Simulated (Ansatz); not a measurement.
**NaVS2: how the settings move a single-point run**

Question: which choices in the input matter for NaVS2?

Program: Ansatz 0.2.0. Level of theory: reference: DFT, LDA+U, all-electron LAPW, scalar-relativistic. These are calculated values, not measurements.

## Step 1: The structure to begin with

Symmetry: R-3m, No. 166, trigonal system. Conventional cell: a = 3.599 Å, b = 3.599 Å, c = 19.383 Å, α = 90.00°, β = 90.00°, γ = 120.00°. Na (site symmetry -3m) has 6 S at 2.81 Å in its first shell of neighbours. V (site symmetry -3m) has 6 S at 2.47 Å in its first shell of neighbours. Around S (site symmetry 3m) lie 3 V at 2.47 Å and 3 Na at 2.81 Å.

Structure file:

```
CELL_PARAMETERS angstrom
1.79930 1.03883 6.46105
-1.79930 1.03883 6.46105
0.00000 -2.07765 6.46105
ATOMIC_POSITIONS crystal
Na 0.50000 0.50000 0.50000
V 0.00000 0.00000 0.00000
S 0.26438 0.26438 0.26438
S 0.73562 0.73562 0.73562
```

## Step 2: The reference run

Input file input.yaml:

```yaml
crystal:
  lattice:
    - [1.7993010104, 1.0388269227, 6.4610546979]
    - [-1.7993010104, 1.0388269227, 6.4610546979]
    - [0.0, -2.0776538454, 6.4610546979]
  atoms:
    - { symbol: Na, position: [0.5, 0.5, 0.5] }
    - { symbol: V, position: [0.0, 0.0, 0.0], spin: 2.0 }
    - { symbol: S, position: [0.26437887, 0.26437887, 0.26437887] }
    - { symbol: S, position: [0.73562113, 0.73562113, 0.73562113] }
magnetization:
  spin_polarized: true
kpoints:
  mp_grid: { grid: [11, 11, 11] }
scf:
  occupations: { method: fermi_dirac, width: 0.03 }
hamiltonian:
  xc: lda
  pseudopotentials: { kind: all_electron, lapw: { basis_error: 0.001 } }
  hubbard: { sites: [{ species: V, l: d, u_eff: 6 }] }
output:
  forces: true
  stress: true
  eigenvalues: true
  hubbard: { sites: [{ species: V, l: d }] }
  populations: true
  dos: { projected: true, de: 0.1, e_range: [-10, 8] }
```

The run is started by

```sh
ansatz run input.yaml --threads 2 --pin off --max-ram 6144MiB --backend cpu --events-out ev --progress --plain --runs-dir out
```

## Step 3: Changing settings: hubbard.double_counting amf

input.yaml, as its differences from that of step 2:

```diff
@@ -19,3 +19,3 @@
   pseudopotentials: { kind: all_electron, lapw: { basis_error: 0.001 } }
-  hubbard: { sites: [{ species: V, l: d, u_eff: 6 }] }
+  hubbard: { sites: [{ species: V, l: d, u_eff: 6 }], double_counting: amf }
 output:
@@ -26,2 +26 @@
   populations: true
-  dos: { projected: true, de: 0.1, e_range: [-10, 8] }
```

What does the calculation give? Wanted: for each run, ending; energy change; pressure; gap; abs. moment; force.

**Answer**, as computed:

```
                           run     ending                                                   energy change  pressure (GPa)  gap (eV)  abs. moment (μB)  force (eV/Å)  cycles   time
                     reference  converged                                                               0            -0.4      1.73              2.52          0.06      20  4 min
1: hubbard.double_counting amf  converged  -1.45 eV/atom (Hubbard term changed: no physical gain or loss)            -2.7      1.11              2.09          0.18      21  4 min
```

Times don't compare one to one where runs were asked for different outputs or read a saved state (see the inputs); cycles may leave out searches for a lower state.

Residual by cycle in the longest SCF loop of each run; runs are numbered as in the table. The quantity is the density residual dr2, in eV.

```
cycle  reference    run 1
    1       1.73     1.24
    3      0.601    0.641
    5       0.27   0.0812
    6     0.0552   0.0095
    8    0.00149  0.00116
   10    0.00262   4.4e-5
   12     1.8e-4   2.2e-5
   14     1.0e-4   1.5e-5
   16     5.4e-5  0.00116
   17     6.2e-6   1.9e-5
   19     1.5e-7   2.7e-7
   21          -   2.0e-8
```

What this shows: Changing the double counting of the Hubbard term moves the energy by -1.45 eV/atom, and the pressure goes from -0.4 to -2.7 GPa, the gap on the mesh goes from 1.73 to 1.11 eV, the absolute moment goes from 2.52 to 2.09 μB and the largest force goes from 0.06 to 0.18 eV/Å. The U term adds an energy of its own, so the shift says nothing about which run is better. A changed U is a change of model: its shifts are not errors of convergence.
